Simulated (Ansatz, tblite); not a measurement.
# InH2(OH) (InH3O): which spin state is lowest

Is the singlet the ground state of InH2(OH) (InH3O)? Other spin states are computed and compared level by level.

Computed with Ansatz 0.2.0, Gaussian basis. Level: as each input shows.

Plan: triplet, at the geometry of the singlet (GFN1-xTB, GFN2-xTB, PBE0-D4/def2-TZVP, PBE-D4/def2-TZVP, r2SCAN-D4/def2-TZVP); the singlet's energies come from earlier runs.

## (1) The relaxed structure

The singlet was relaxed beforehand with PBE-D4/def2-TZVP.

5 atoms, charge 0, spin multiplicity 1.

Bond lengths: In1–H2 1.716 Å, In1–H3 1.726 Å, In1–O4 2.019 Å, O4–H5 0.972 Å. Angles: H2–In1–H3 134.7°, H2–In1–O4 110.6°, H3–In1–O4 114.7°, In1–O4–H5 111.2°.

In takes a core potential in the def2 sets. No spin-orbit coupling is included.

## (2) Triplet at the fixed geometry, GFN1-xTB

Tight binding, by tblite at 300 K electronic temperature and without a spin-polarisation term:

```python
tblite.interface.Calculator('GFN1-xTB', numbers, positions, charge=0, uhf=2).singlepoint()
```

Energy -206.3797 eV; 0.002 s.

## (3) Triplet at the fixed geometry, GFN2-xTB

Tight binding, by tblite at 300 K electronic temperature and without a spin-polarisation term:

```python
tblite.interface.Calculator('GFN2-xTB', numbers, positions, charge=0, uhf=2).singlepoint()
```

Energy -180.2322 eV; 0.002 s.

## (4) Triplet at the fixed geometry, PBE0-D4/def2-TZVP

in.yaml

```yaml
crystal:
  periodic: [false, false, false]
  atoms:
    - {symbol: In, position_ang: [0.388639, 0.493067, -0.109106]}
    - {symbol: H, position_ang: [2.090418, 0.419948, -0.319170]}
    - {symbol: H, position_ang: [-0.782475, 1.761153, -0.110323]}
    - {symbol: O, position_ang: [-0.366180, -1.352389, 0.208915]}
    - {symbol: H, position_ang: [-1.330401, -1.321779, 0.329684]}
basis:
  gaussian: {orbitals: def2-TZVP}
magnetization: {spin_polarized: true, initial_magnetization: 2}
hamiltonian: {xc: pbe0, dispersion: d4}
scf: {omitted_lower_state_checks: [starts]}
output: {orbitals: {seedname: orbitals}}
```

The run is started by

```
> ansatz run in.yaml --threads 4 --pin off --events-out ev --progress --plain --max-ram 3916MiB
```

The log of the run:

```text
Functional definition: PBE0
  name "PBE0"
  cite "Adamo & Barone, J. Chem. Phys. 110, 6158 (1999) doi:10.1063/1.478522"
  cite "Perdew, Burke & Ernzerhof, Phys. Rev. Lett. 77, 3865 (1996) doi:10.1103/PhysRevLett.77.3865"
  parent pbe
  parameter a = 0.25
  parameter kappa = 0.804
  parameter beta = 0.06672455060314922
  exchange = (1 - a)*pbe_x(kappa = kappa, mu = beta*pi^2/3) + a*exact_x
  correlation = pbe_c(beta = beta)
these checks for a lower state are left out or cut short: starts
764 factors; their error is unknown
mean field evaluation 1: about -7254.1665 eV, gradient 4.6e1 eV
mean field evaluation 2: about -7126.3757 eV, gradient 1.3e2 eV
mean field evaluation 4: about -7261.9560 eV, gradient 1.0e1 eV
mean field evaluation 8: about -7262.4589 eV, gradient 3.4e-1 eV
mean field evaluation 16: about -7262.5168 eV, gradient 5.5e-2 eV
mean field evaluation 32: about -7262.6645 eV, gradient 1.0e1 eV
mean field -7263.14554149 eV, -266.9156755128 hartree, gradient 6.2e-6 eV, S^2 2.018975; 0 other end points of the search recorded, 0 dependent functions left out
reference -7263.14558735 eV, -266.9156771983 hartree; 17, 15 occupied and 82, 84 virtual orbitals, 764 factors
Total energy: -7263.19197469 eV, -266.9173819015 hartree
Checks for a lower state left out: starts
```

It took 3 s on 4 threads of Arm Neoverse V2, shared host.

HOMO -3.56 eV, LUMO -6.95 eV (over both spins; with the spin held, an empty level of the minority spin lies below the top filled one); ⟨S²⟩ 2.019 (pure: 2.00).

## (5) Triplet at the fixed geometry, PBE-D4/def2-TZVP

start.molden holds the orbitals of an earlier run on this state, given as this run's starting guess.

Changes to in.yaml since step 4:

```diff
@@ -9,5 +9,5 @@
 basis:
-  gaussian: {orbitals: def2-TZVP}
+  gaussian: {orbitals: def2-TZVP, initial_orbitals: start.molden}
 magnetization: {spin_polarized: true, initial_magnetization: 2}
-hamiltonian: {xc: pbe0, dispersion: d4}
+hamiltonian: {xc: pbe, dispersion: d4}
 scf: {omitted_lower_state_checks: [starts]}
```

The command is unchanged.

The log of the run:

```text
Functional definition: PBE
  name "PBE"
  cite "Perdew, Burke & Ernzerhof, Phys. Rev. Lett. 77, 3865 (1996) doi:10.1103/PhysRevLett.77.3865"
  parent pbe
  parameter kappa = 0.804
  parameter beta = 0.06672455060314922
  exchange = pbe_x(kappa = kappa, mu = beta*pi^2/3)
  correlation = pbe_c(beta = beta)
these checks for a lower state are left out or cut short: starts
671 factors; their error is unknown
mean field evaluation 1: about -7263.4225 eV, gradient 4.6e0 eV
mean field evaluation 2: about -7263.5221 eV, gradient 2.3e-1 eV
mean field evaluation 4: about -7263.5379 eV, gradient 6.7e-1 eV
mean field evaluation 8: about -7263.5377 eV, gradient 7.8e-5 eV
mean field evaluation 16: about -7263.5377 eV, gradient 5.9e-5 eV
mean field -7263.53765972 eV, -266.9300855921 hartree, gradient 6.6e-6 eV, S^2 2.004028; 0 other end points of the search recorded, 0 dependent functions left out
reference -7263.53772060 eV, -266.9300878292 hartree; 17, 15 occupied and 82, 84 virtual orbitals, 671 factors
Total energy: -7263.59315834 eV, -266.9321251287 hartree
Checks for a lower state left out: starts
```

It took 1.1 s on 4 threads of Arm Neoverse V2, shared host.

Report: HOMO -2.85 eV, LUMO -7.65 eV (over both spins; with the spin held, an empty level of the minority spin lies below the top filled one); ⟨S²⟩ 2.004 (pure: 2.00).

## (6) Triplet at the fixed geometry, r2SCAN-D4/def2-TZVP

Changes to in.yaml since step 5:

```diff
@@ -11,3 +11,3 @@
 magnetization: {spin_polarized: true, initial_magnetization: 2}
-hamiltonian: {xc: pbe, dispersion: d4}
+hamiltonian: {xc: r2scan, dispersion: d4}
 scf: {omitted_lower_state_checks: [starts]}
```

Same command.

The log of the run, cut to the lines that bear on the results:

```text
Functional definition: r2SCAN
  name "r2SCAN"
  cite "Furness, Kaplan, Ning, Perdew & Sun, J. Phys. Chem. Lett. 11, 8208 (2020) doi:10.1021/acs.jpclett.0c02405"
  cite "Furness, Kaplan, Ning, Perdew & Sun, J. Phys. Chem. Lett. 11, 9248 (2020) doi:10.1021/acs.jpclett.0c03077"
  parent r2scan
[...]
671 factors; their error is unknown
[...]
mean field -7266.58495230 eV, -267.0420715288 hartree, gradient 1.1e-5 eV, S^2 2.011414; 0 other end points of the search recorded, 0 dependent functions left out
reference -7266.58498234 eV, -267.0420726328 hartree; 17, 15 occupied and 82, 84 virtual orbitals, 671 factors
Total energy: -7266.59719158 eV, -267.0425213141 hartree
Checks for a lower state left out: starts
```

Run time: 3.9 s. Hardware: 4 threads of Arm Neoverse V2, shared host.

HOMO -3.05 eV, LUMO -7.64 eV (over both spins; with the spin held, an empty level of the minority spin lies below the top filled one); ⟨S²⟩ 2.011 (pure: 2.00).

## (7) Triplet less singlet, vertical

The singlet's energies are those of its earlier runs, whose logs aren't repeated here.

| level | triplet less singlet, vertical (kJ/mol) | time |
| --- | --- | --- |
| GFN1-xTB | +660.4 | 0.004 s |
| GFN2-xTB | +425.2 | 0.003 s |
| PBE-D4/def2-TZVP | +454.8 | 1.5 s |
| r2SCAN-D4/def2-TZVP | +462.0 | 4.8 s |
| PBE0-D4/def2-TZVP | +485.3 | 3.6 s |

Times add the two runs; a level without a time comes out of a correlated run. Tight binding without a spin term can't rank spin states.

## (8) Outcome

```
                                                quantity                                       value
triplet less singlet, vertical, functionals in def2-TZVP  +454.8 (PBE-D4) to +485.3 kJ/mol (PBE0-D4)
```

**Reading.** All functionals put the triplet above the singlet, over a spread of 30.5 kJ/mol. The checks for a lower triplet were left out, so another state of that spin may lie lower. These are electronic energies, without zero-point motion, entropy or surroundings.
